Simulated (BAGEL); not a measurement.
# C3H9BO3 (trimethyl borate): HF/STO-3G (density fitting with cc-pvqz-jkfit)

What is the vertical singlet–triplet gap of C3H9BO3 (trimethyl borate) at HF/STO-3G (density fitting with cc-pvqz-jkfit)? 

Program for the calculation: BAGEL 1.2.2.

1 further run of the same task is left out (set aside as unsound or not needed).

## 1. Starting point

The species is C3H9BO3 (16 atoms), meant as a singlet with charge 0. As SMILES, `COB(OC)OC`. The coordinates come from a PBE0-D4/def2-TZVP relaxation.

Bond lengths: C1–O2 1.412 Å, O2–B3 1.363 Å, B3–O4 1.363 Å, O4–C5 1.412 Å, B3–O6 1.363 Å, O6–C7 1.412 Å, C1–H8 1.093 Å, C1–H9 1.093 Å, C1–H10 1.090 Å, C5–H11 1.093 Å, C5–H12 1.093 Å, C5–H13 1.090 Å, C7–H14 1.093 Å, C7–H15 1.093 Å, C7–H16 1.090 Å. Some angles: C1–O2–B3 120.2°, O2–B3–O4 120.0°, O2–B3–O6 120.0°, O4–B3–O6 120.0°, B3–O4–C5 120.2°, B3–O6–C7 120.2°, O2–C1–H8 111.3°, O2–C1–H9 111.3°, O2–C1–H10 107.6°, O4–C5–H11 111.3°.

## 2. A single-point energy at HF/STO-3G (density fitting with cc-pvqz-jkfit)

input.json

```json
{ "bagel": [

{
  "title": "molecule",
  "basis": "sto-3g",
  "df_basis": "cc-pvqz-jkfit",
  "angstrom": true,
  "geometry": [
    { "atom": "C", "xyz": [    0.495720,   -0.646730,   -2.262610 ] },
    { "atom": "O", "xyz": [   -0.175840,    0.182850,   -1.338690 ] },
    { "atom": "B", "xyz": [    0.000140,    0.000100,    0.000000 ] },
    { "atom": "O", "xyz": [    0.825800,   -0.985800,    0.450290 ] },
    { "atom": "C", "xyz": [    1.010960,   -1.178550,    1.836440 ] },
    { "atom": "O", "xyz": [   -0.650070,    0.802840,    0.888440 ] },
    { "atom": "C", "xyz": [   -1.506700,    1.825270,    0.426170 ] },
    { "atom": "H", "xyz": [    1.580410,   -0.565040,   -2.153520 ] },
    { "atom": "H", "xyz": [    0.214930,   -1.695090,   -2.131270 ] },
    { "atom": "H", "xyz": [    0.211110,   -0.322610,   -3.263990 ] },
    { "atom": "H", "xyz": [    1.432620,   -0.286900,    2.307940 ] },
    { "atom": "H", "xyz": [    0.066710,   -1.416360,    2.333400 ] },
    { "atom": "H", "xyz": [    1.702440,   -2.011880,    1.963760 ] },
    { "atom": "H", "xyz": [   -0.965900,    2.546210,   -0.192620 ] },
    { "atom": "H", "xyz": [   -2.330740,    1.415550,   -0.163930 ] },
    { "atom": "H", "xyz": [   -1.911590,    2.336140,    1.300180 ] }
  ]
},
{
  "title": "hf"
},
{
  "title": "print",
  "file": "orbitals.molden",
  "orbitals": true
}

]}
```

The run is started by

```bash
BAGEL_NUM_THREADS=1 BAGEL input.json > input.out
```

The program printed:

```text
* using 1 threads per process

  ===============================================================
  ===============================================================

  *** Geometry ***

  { "atom" : "C", "xyz" : [      0.936775,     -1.222143,     -4.275713 ] },
  { "atom" : "O", "xyz" : [     -0.332289,      0.345536,     -2.529757 ] },
  { "atom" : "B", "xyz" : [      0.000265,      0.000189,      0.000000 ] },
  { "atom" : "O", "xyz" : [      1.560536,     -1.862892,      0.850925 ] },
  { "atom" : "C", "xyz" : [      1.910438,     -2.227137,      3.470369 ] },
  { "atom" : "O", "xyz" : [     -1.228454,      1.517148,      1.678908 ] },
  { "atom" : "C", "xyz" : [     -2.847250,      3.449260,      0.805345 ] },
  { "atom" : "H", "xyz" : [      2.986542,     -1.067771,     -4.069563 ] },
  { "atom" : "H", "xyz" : [      0.406159,     -3.203256,     -4.027517 ] },
  { "atom" : "H", "xyz" : [      0.398940,     -0.609645,     -6.168047 ] },
  { "atom" : "H", "xyz" : [      2.707259,     -0.542162,      4.361375 ] },
  { "atom" : "H", "xyz" : [      0.126064,     -2.676532,      4.409487 ] },
  { "atom" : "H", "xyz" : [      3.217145,     -3.801902,      3.710969 ] },
  { "atom" : "H", "xyz" : [     -1.825286,      4.811640,     -0.363999 ] },
  { "atom" : "H", "xyz" : [     -4.404460,      2.675002,     -0.309783 ] },
  { "atom" : "H", "xyz" : [     -3.612382,      4.414665,      2.456984 ] },

  Number of auxiliary basis functions:     1201

  Since a DF basis is specified, we compute 2- and 3-index integrals:
    o Being stored without compression. Storage requirement is 0.019 GB

  Number of basis functions:       44
  Number of electrons      :       56

    * METHOD: MOLECULE                             2.07

  *** RHF ***

  === Nuclear Repulsion ===
   318.6299062771

      * DIIS with orbital gradients will be used.

  === RHF iteration (sto-3g) ===
      0       -363.40406639          0.01443792           0.17
      1       -363.51862749          0.00366376           0.17
      2       -363.52579613          0.00072934           0.17
      3       -363.52625404          0.00005613           0.17
      4       -363.52625717          0.00001368           0.17
      5       -363.52625734          0.00000150           0.18
      6       -363.52625734          0.00000023           0.18
      7       -363.52625734          0.00000004           0.18
      8       -363.52625734          0.00000001           0.17
      9       -363.52625734          0.00000000           0.17
    * SCF iteration converged.

    * Permanent dipole moment:
           (   -0.000380,    -0.000288,     0.000041) a.u.

    * METHOD: HF                                   2.08

    * METHOD: PRINT                                0.01

  ===============================================================
```

Run time: 4.8 s. Hardware: 1 thread of AMD EPYC 7R43 (Zen 3), shared host; peak memory 0.15 GiB.

## 3. The triplet at the same level

hf.json

```json
{ "bagel": [

{
  "title": "molecule",
  "basis": "sto-3g",
  "df_basis": "cc-pvqz-jkfit",
  "angstrom": "true",
  "geometry": [
    { "atom": "C", "xyz": [    0.495720,   -0.646730,   -2.262610 ] },
    { "atom": "O", "xyz": [   -0.175840,    0.182850,   -1.338690 ] },
    { "atom": "B", "xyz": [    0.000140,    0.000100,    0.000000 ] },
    { "atom": "O", "xyz": [    0.825800,   -0.985800,    0.450290 ] },
    { "atom": "C", "xyz": [    1.010960,   -1.178550,    1.836440 ] },
    { "atom": "O", "xyz": [   -0.650070,    0.802840,    0.888440 ] },
    { "atom": "C", "xyz": [   -1.506700,    1.825270,    0.426170 ] },
    { "atom": "H", "xyz": [    1.580410,   -0.565040,   -2.153520 ] },
    { "atom": "H", "xyz": [    0.214930,   -1.695090,   -2.131270 ] },
    { "atom": "H", "xyz": [    0.211110,   -0.322610,   -3.263990 ] },
    { "atom": "H", "xyz": [    1.432620,   -0.286900,    2.307940 ] },
    { "atom": "H", "xyz": [    0.066710,   -1.416360,    2.333400 ] },
    { "atom": "H", "xyz": [    1.702440,   -2.011880,    1.963760 ] },
    { "atom": "H", "xyz": [   -0.965900,    2.546210,   -0.192620 ] },
    { "atom": "H", "xyz": [   -2.330740,    1.415550,   -0.163930 ] },
    { "atom": "H", "xyz": [   -1.911590,    2.336140,    1.300180 ] }
  ]
},
{ "title": "uhf", "nopen": 2 },
{ "title": "print", "file": "orbitals.molden", "orbitals": "true" }

]}
```

The run is started by

```bash
BAGEL_NUM_THREADS=1 BAGEL hf.json > hf.out
```

The program printed:

```text
* using 1 threads per process

  ===============================================================
  ===============================================================

  *** Geometry ***

  { "atom" : "C", "xyz" : [      0.936775,     -1.222143,     -4.275713 ] },
  { "atom" : "O", "xyz" : [     -0.332289,      0.345536,     -2.529757 ] },
  { "atom" : "B", "xyz" : [      0.000265,      0.000189,      0.000000 ] },
  { "atom" : "O", "xyz" : [      1.560536,     -1.862892,      0.850925 ] },
  { "atom" : "C", "xyz" : [      1.910438,     -2.227137,      3.470369 ] },
  { "atom" : "O", "xyz" : [     -1.228454,      1.517148,      1.678908 ] },
[... 8 lines of this table left out ...]
  { "atom" : "H", "xyz" : [     -4.404460,      2.675002,     -0.309783 ] },
  { "atom" : "H", "xyz" : [     -3.612382,      4.414665,      2.456984 ] },

  Number of auxiliary basis functions:     1201

  Since a DF basis is specified, we compute 2- and 3-index integrals:
    o Being stored without compression. Storage requirement is 0.019 GB

  Number of basis functions:       44
  Number of electrons      :       56

    * METHOD: MOLECULE                             1.93

  *** Open-shell HF ***

  === Nuclear Repulsion ===
   318.6299062771

      * DIIS with orbital gradients will be used.

  === UHF iteration (sto-3g) ===
      0       -363.03344048          0.02843624           0.32
      1       -363.17394275          0.00813598           0.33
      2       -363.19056766          0.00327425           0.32
      3       -363.19446182          0.00187094           0.32
      4       -363.19816060          0.00173086           0.30
      5       -363.19877744          0.00169668           0.32
[... 17 lines of this table left out ...]
     23       -363.20886059          0.00000001           0.32
     24       -363.20886059          0.00000001           0.32
    * SCF iteration converged.

    * S^2 (UHF) is 2.0103

    * Permanent dipole moment:
           (   -1.062813,     1.254315,    -1.248471) a.u.

    * METHOD: UHF                                  8.14

    * METHOD: PRINT                                0.01

  ===============================================================
```

It took 11 s on 1 thread of AMD EPYC 7R43 (Zen 3), shared host; peak memory 0.16 GiB.

## 4. Outcome

At HF/STO-3G (density fitting with cc-pvqz-jkfit):

```
                                        quantity          value
                           singlet: total energy  -363.52626 Eh
                          singlet: dipole moment         0.00 D
                            singlet: HOMO energy       -9.16 eV
                            singlet: LUMO energy       10.64 eV
                          singlet: HOMO–LUMO gap       19.80 eV
                           triplet: total energy  -363.20886 Eh
                          triplet: dipole moment         5.25 D
                                   triplet: ⟨S²⟩          2.010
vertical energy of the triplet above the singlet       8.637 eV
```

What this shows: At this shape the triplet lies 8.64 eV (199 kcal/mol) above the singlet. In a minimal basis such a difference can be off by several eV, whatever the method.
